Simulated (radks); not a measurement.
# Nuclear size and the levels of Ce

An exercise on one series of results from a longer session: the logs are not shown, and one member is left open.

Program: radks (a radial shooting solver on a logarithmic mesh, Libxc functionals) version 1. Level of theory: Dirac Kohn-Sham, PBE, spin-unpolarised, spherical densities, finite nucleus; open shells fill j = l - 1/2 first. These are calculated values, not measurements, unless marked.

### Starting point

```
element            : cerium (Z = 58)
charge             : 0
electrons          : 58
configuration      : [Xe] 4f1 5d1 6s2
nuclear rms radius : 4.8771 fm
```

Set-up of the first run:

Settings of this run:

```text
Z 58
configuration [Xe] 4f1 5d1 6s2 6p0 7s0
relativity Dirac
functional pbe,pbe
spin unpolarised
j_filling energy
nucleus finite rms 4.8771 fm
c 137.035999084
```

Among the steps run: rms radius 4.8771 fm.

One of the session's tables, all rows but one given; the rest of the session is left out.

It belongs to the step «rms radius 4.8771 fm». From the orbitals of this run (lengths in bohr):

| level | <r> | outermost maximum (interpolated) | 90 % within | nodes |
| --- | --- | --- | --- | --- |
| 5p3/2 | 1.787 | 1.57 | 2.61 | 3 |
| 4f5/2 | 1.100 | 0.706 | 1.90 | 0 |
| 4f7/2 | ? | ? | ? | ? |
| 6s1/2 | 4.356 | 3.75 | 6.39 | 5 |
| 5d3/2 | 2.919 | 2.14 | 4.68 | 2 |
| 5d5/2 | 2.992 | 2.18 | 4.81 | 2 |
| 6p1/2 | 5.731 | 4.74 | 8.60 | 4 |
| 6p3/2 | 6.026 | 4.96 | 9.04 | 4 |

Estimate the missing values for 4f7/2.

As computed: <r>: 1.113; outermost maximum (interpolated): 0.711; 90 % within: 1.93; nodes: 0. In the column «<r>» it lies between 4f5/2 (1.100) and 5p3/2 (1.787).
